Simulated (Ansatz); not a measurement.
# H5OSbSi2: comparison of dispersion corrections, by script

Aim: a comparison of dispersion corrections, for H5OSbSi2, run from a script. SMILES: [SiH3][SiH]1[O][SbH]1.

Program: Ansatz 0.2.0 through its Python package. The levels of theory stand in the script. These are calculated values, not measurements.

## (1) The system

Bond lengths: Si1–Si2 2.206 Å, Si2–O3 1.690 Å, Si2–Sb4 2.497 Å, O3–Sb4 1.989 Å, Si1–H5 1.468 Å, Si1–H6 1.464 Å, Si1–H7 1.515 Å, Si2–H8 1.438 Å, Sb4–H9 1.704 Å. Angles (14 of 16 angles, heavy atoms first): Si1–Si2–O3 109.1°, Si1–Si2–Sb4 113.0°, O3–Si2–Sb4 52.5°, Si2–O3–Sb4 85.1°, Si2–Sb4–O3 42.4°, Si1–Si2–H8 122.4°, O3–Si2–H8 110.6°, Sb4–Si2–H8 124.1°, Si2–Si1–H5 111.4°, Si2–Si1–H6 112.2°, Si2–Si1–H7 108.8°, Si2–Sb4–H9 91.4°, O3–Sb4–H9 92.6°, H5–Si1–H6 111.6°.

The script holds or builds the structure itself.

## (2) Script

Contents of run_disp.py:

```python
"""Size of D3 and D4 in H5OSbSi2."""

import warnings

import ansatz as az

warnings.simplefilter("ignore", az.DeckWarning)

system = (
    az.Crystal.molecule()
    .atom("Si", [0.0633, 1.3534, 0.0899])
    .atom("Si", [-0.5842, -0.6766, 0.6598])
    .atom("O", [0.7519, -1.7111, 0.6377])
    .atom("Sb", [-0.0243, -2.3983, -1.06])
    .atom("H", [0.8667, 1.3355, -1.1382])
    .atom("H", [0.7619, 2.0362, 1.1798])
    .atom("H", [-1.163, 2.1929, -0.2059])
    .atom("H", [-1.3987, -0.9285, 1.8177])
    .atom("H", [0.8149, -1.2498, -1.9978])
)

job = system.calculation().basis(gaussian="def2-SVP")
for name in ["pbe0", "blyp"]:
    for correction in ("d3bj", "d4"):
        r = job.functional(name, dispersion=correction).run(threads=1).report
        print(f"{name:8s} {correction:5s} total {r['free_energy_ev']:.5f} eV, of which dispersion {1000 * r['dispersion']['energy']['ev']:.2f} meV")
```

## (3) The calls as engine input

The engine receives this input (first run):

```yaml
crystal:
  periodic: [false, false, false]
  atoms:
    - { symbol: Si, position_ang: [0.0633, 1.3534, 0.0899] }
    - { symbol: Si, position_ang: [-0.5842, -0.6766, 0.6598] }
    - { symbol: O, position_ang: [0.7519, -1.7111, 0.6377] }
    - { symbol: Sb, position_ang: [-0.0243, -2.3983, -1.06] }
    - { symbol: H, position_ang: [0.8667, 1.3355, -1.1382] }
    - { symbol: H, position_ang: [0.7619, 2.0362, 1.1798] }
    - { symbol: H, position_ang: [-1.163, 2.1929, -0.2059] }
    - { symbol: H, position_ang: [-1.3987, -0.9285, 1.8177] }
    - { symbol: H, position_ang: [0.8149, -1.2498, -1.9978] }
basis:
  gaussian:
    orbitals: def2-SVP
hamiltonian:
  xc: pbe0
  dispersion: d3bj
```

## (4) Launch

Run with:

```console
python run_disp.py
```

What it wrote:

```text
pbe0     d3bj  total -24405.64083 eV, of which dispersion -236.69 meV
pbe0     d4    total -24405.63509 eV, of which dispersion -230.96 meV
blyp     d3bj  total -24412.52416 eV, of which dispersion -586.10 meV
blyp     d4    total -24412.51330 eV, of which dispersion -575.24 meV
```

Wall time 14 s (1 thread of Arm Neoverse V2, shared host); peak memory 0.28 GiB.

## (5) What changed from run to run

The engine's inputs for the other runs:

Run 2, against run 1:

```diff
@@ -18 +18 @@
-  dispersion: d3bj
+  dispersion: d4
```

Run 3, against run 1:

```diff
@@ -17 +17 @@
-  xc: pbe0
+  xc: blyp
```

Run 4, against run 1:

```diff
@@ -17,2 +17,2 @@
-  xc: pbe0
-  dispersion: d3bj
+  xc: blyp
+  dispersion: d4
```

## (6) Run by run

The 4 runs, in the order started:

```
run  functional  dispersion  energy (eV)  SCF cycles  CPU time (s)
  1        pbe0        d3bj  -24405.6408          18           3.7
  2        pbe0          d4  -24405.6351          18           3.8
  3        blyp        d3bj  -24412.5242          19           2.9
  4        blyp          d4  -24412.5133          19           2.9
```

Totals under unlike functionals or potentials can't be compared directly.

## (7) Results

| quantity | value |
| --- | --- |
| dispersion energy | -586.1 to -230.96 meV |
| runs compared | 4 |

The dispersion term depends on the functional it is damped for, so it isn't a property of the molecule alone. All 4 runs converged, in 18 to 19 cycles. The geometry is a force-field or estimated start, not a minimum of this method, and the basis set is short of its limit. D4 holds the three-body term, and d3bj doesn't. def2 sets replace the cores of elements past krypton by effective core potentials.
